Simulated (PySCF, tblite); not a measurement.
# C7H10FPSi: geometry, infrared bands and NMR shifts

What infrared bands and NMR shifts should C7H10FPSi (`Fc1cccc(PC[SiH3])c1`) show?

Programs: tblite 0.8.0 and PySCF 2.14.0, with density-fitted response routines of our own. Each step states its level of theory. These are calculated values for one molecule in the gas phase, unless marked as measured. Atoms count from 0, in the outputs and in this text.

### Step 1. The molecule as given

20 atoms, charge 0, multiplicity 1; geometry from: force field or distance geometry start.

Bonds of the start (Å): F0–C1 1.38, C1–C2 1.36, C2–C3 1.39, C3–C4 1.40, C4–C5 1.39, C5–P6 1.84, P6–C7 1.84, C7–Si8 1.89, C5–C9 1.39, C9–C1 1.41, C2–H10 1.11, C3–H11 1.08, C4–H12 1.09, P6–H13 1.44, C7–H14 1.12, C7–H15 1.12, Si8–H16 1.47, Si8–H17 1.47, Si8–H18 1.46, C9–H19 1.09.

### Step 2. Optimising the geometry with GFN2-xTB

What the job is given:

```
{"job": {"kind": "relax", "xc": "GFN2-xTB", "basis": "xTB"}, "charge": 0, "multiplicity": 1}
F     -2.535700    -2.988600    -0.384500
C     -2.208600    -1.652700    -0.378700
C     -2.970400    -0.712400    -1.003000
C     -2.674200     0.644700    -1.024700
C     -1.521600     1.061400    -0.340500
C     -0.726700     0.117600     0.300800
P      0.804700     0.595900     1.197500
C      2.191700     1.093900     0.099300
Si     3.396700    -0.334700    -0.190500
C     -1.055200    -1.228000     0.302900
H     -3.889800    -1.020500    -1.537600
H     -3.322100     1.340200    -1.531800
H     -1.248000     2.113600    -0.320800
H      0.578100     1.496600     2.295500
H      2.715300     1.941700     0.612200
H      1.810900     1.449700    -0.889700
H      4.742900     0.267900    -0.202600
H      3.078800    -0.896600    -1.511300
H      3.250600    -1.329400     0.874200
H     -0.422400    -1.949300     0.811100
```

On the command line:

```console
OMP_NUM_THREADS=1 python probes_run.py task.json out
```

The driver reads the jobs from task.json and runs them one after another.

**Question.** This job is followed by: GFN2-xTB harmonic vibrations, gas phase; GIAO PBE0/pcSseg-1 NMR shielding, non-relativistic, gas phase. Predict these results of the whole session: strongest single infrared mode (GFN2-xTB); zero-point energy (GFN2-xTB); ¹³C shifts against TMS (PBE0/pcSseg-1); ¹H shifts against TMS (PBE0/pcSseg-1, means over atoms taken as alike); ¹⁹F shifts against CFCl3 (PBE0/pcSseg-1); ³¹P shifts against H3PO4 (PBE0/pcSseg-1); ²⁹Si shifts against TMS (PBE0/pcSseg-1).

**Answer**, as computed:

```
                                                              quantity                                              value
                             strongest single infrared mode (GFN2-xTB)                              2258 cm⁻¹, 384 km/mol
                                          zero-point energy (GFN2-xTB)                                      87.7 kcal/mol
                                ¹³C shifts against TMS (PBE0/pcSseg-1)  172.1, 147.6, 136.5, 135.7, 127.9, 121.5, 7.5 ppm
¹H shifts against TMS (PBE0/pcSseg-1, means over atoms taken as alike)       7.66, 7.65, 7.47, 7.32, 4.85, 3.76, 1.01 ppm
                              ¹⁹F shifts against CFCl3 (PBE0/pcSseg-1)                                         -114.5 ppm
                              ³¹P shifts against H3PO4 (PBE0/pcSseg-1)                                          -66.6 ppm
                               ²⁹Si shifts against TMS (PBE0/pcSseg-1)                                          -74.5 ppm
```

What this shows: Over 93 steps the energy fell by 1.347 eV; of the close pairs, P6–H13 changed most, 1.438 to 1.406 Å. All 54 modes are real, so the xTB geometry is a minimum. The strongest single mode, at 2258 cm⁻¹, moves mainly H16. GFN2-xTB is a fitted tight-binding method: band positions and strengths are rough. Its intensities can rank the bands wrongly. NICS(1)zz of -28 ppm above the planar ring from C1 marks a diatropic (aromatic) ring current.
